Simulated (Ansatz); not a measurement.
Which YAML input does this script hand to the engine? (Ansatz 0.2.0, Python API)

Script `deck_alclfh2n.py`:
```python
import ansatz as az
import numpy as np
import pandas as pd

deck = {
    "crystal": {
        "periodic": [False, False, False],
        "atoms": [
            {"symbol": "N", "position_ang": [0.2168, 1.1386, -0.1107]},
            {"symbol": "Al", "position_ang": [0.2308, -0.717, 0.089]},
            {"symbol": "F", "position_ang": [1.2269, -1.4389, 1.3662]},
            {"symbol": "Cl", "position_ang": [-0.8808, -2.0061, -1.246]},
            {"symbol": "H", "position_ang": [-0.2329, 1.565, 0.7413]},
            {"symbol": "H", "position_ang": [-0.5188, 1.3945, -0.886]},
        ],
    },
    "basis": {"gaussian": {"orbitals": "def2-SVP"}},
    "hamiltonian": {"xc": "r2scan"},
    "output": {"forces": True},
}
session = az.Session.from_dict(deck)
rep = session.plan(threads=1).execute().report

print(f"E = {rep['free_energy_ev']:.6f} eV = {rep['free_energy_ev'] / 27.211386246:.7f} Ha")
print("converged:", rep["converged"], " doubts:", rep["published_state_doubts"] or "none")
symbols = ["N", "Al", "F", "Cl", "H", "H"]
state = rep["mean_field"]["state"]
print(f"mean field: {state['energy']['hartree']:.7f} Ha, <S^2> = {abs(state['spin_squared']):.4f}, stability: {state.get('stability', {}).get('kind')}")

forces = np.array(rep["forces_ev_ang"])
print("largest force", round(float(np.linalg.norm(forces, axis=1).max()), 4), "eV/A, rms", round(float(np.sqrt((forces ** 2).mean())), 4))
charges = rep["charge_distribution"]
table = pd.DataFrame({"atom": symbols, "mulliken": charges["mulliken_charges_e"], "lowdin": charges["lowdin_charges_e"]})
print(table.round(3).to_string())
print("dipole (e A):", np.round(charges["dipole_moment_e_ang"], 4) + 0.0)
```

```console
$ python deck_alclfh2n.py
E = -23350.673521 eV = -858.1214242 Ha
converged: True  doubts: none
mean field: -858.1214242 Ha, <S^2> = 0.0000, stability: minimum
largest force 2.7972 eV/A, rms 1.2089
  atom  mulliken  lowdin
0    N    -0.495  -0.073
1   Al     0.945   0.086
2    F    -0.427  -0.132
3   Cl    -0.326   0.033
4    H     0.148   0.030
5    H     0.155   0.056
dipole (e A): [-0.3346  0.4001 -0.0409]
```

`input.yaml`:
```yaml
crystal:
  periodic: [false, false, false]
  atoms:
    - { symbol: "N", position_ang: [0.2168, 1.1386, -0.1107] }
    - { symbol: Al, position_ang: [0.2308, -0.717, 0.089] }
    - { symbol: F, position_ang: [1.2269, -1.4389, 1.3662] }
    - { symbol: Cl, position_ang: [-0.8808, -2.0061, -1.246] }
    - { symbol: H, position_ang: [-0.2329, 1.565, 0.7413] }
    - { symbol: H, position_ang: [-0.5188, 1.3945, -0.886] }
basis:
  gaussian: { orbitals: def2-SVP }
hamiltonian:
  xc: r2scan
output:
  forces: true
```

On the command line:
```console
$ ansatz run input.yaml --threads 1 --pin off --max-ram 4096MiB --backend cpu --events-out ev --progress --plain --runs-dir out
Engine: ansatz 0.2.0, aarch64-unknown-linux-gnu
Functional definition: r2SCAN
  parameter k0 = 0.174
  parameter k1 = 0.065
  parameter a1 = 4.9479
  exchange = r2scan_x(k0 = k0, k1 = k1, a1 = a1)
  correlation = r2scan_c
824 factors; their error is unknown
mean field evaluation 1: about -23342.1185 eV, gradient 6.6e1 eV
mean field evaluation 2: about -23303.4193 eV, gradient 1.3e2 eV
mean field evaluation 4: about -23350.4648 eV, gradient 1.2e1 eV
mean field evaluation 8: about -23350.7232 eV, gradient 2.9e-2 eV
mean field evaluation 16: about -23350.6735 eV, gradient 4.9e-5 eV
mean field -23350.67351066 eV, -858.1214238619 hartree, gradient 4.9e-5 eV, S^2 0.000000; 0 other end points of the search recorded, 0 dependent functions left out
the calculation of the forces begins
reference -23350.67352089 eV, -858.1214242377 hartree; 24, 24 occupied and 50, 50 virtual orbitals, 824 factors
Total energy: -23350.67352089 eV, -858.1214242377 hartree
Atom 0 at     0.216800     1.138600    -0.110700 Å, force    -2.658678    -0.603466    -0.625828 eV/Å
Atom 1 at     0.230800    -0.717000     0.089000 Å, force     0.999787    -0.222346     1.071874 eV/Å
Atom 2 at     1.226900    -1.438900     1.366200 Å, force    -1.586857     1.069960    -1.994509 eV/Å
Atom 3 at    -0.880800    -2.006100    -1.246000 Å, force     0.659825     0.606073     0.697812 eV/Å
Atom 4 at    -0.232900     1.565000     0.741300 Å, force     0.794665    -0.282112    -0.746673 eV/Å
Atom 5 at    -0.518800     1.394500    -0.886000 Å, force     1.791258    -0.568109     1.597324 eV/Å
Dipole moment:    -0.334631     0.400118    -0.040913 e Å
```

Total energies depend on the basis set; only differences at equal settings carry meaning. The geometry is a force-field or estimated start, not a minimum of this method, and the basis set is short of its limit. The Löwdin charges here are taken after orthogonalising the functions within each atom; they differ from plain Löwdin charges, and their signs can be unphysical. Timing: 4.5 s on 1 thread of Arm Neoverse V1, with other jobs on the host, peak memory 0.22 GiB.
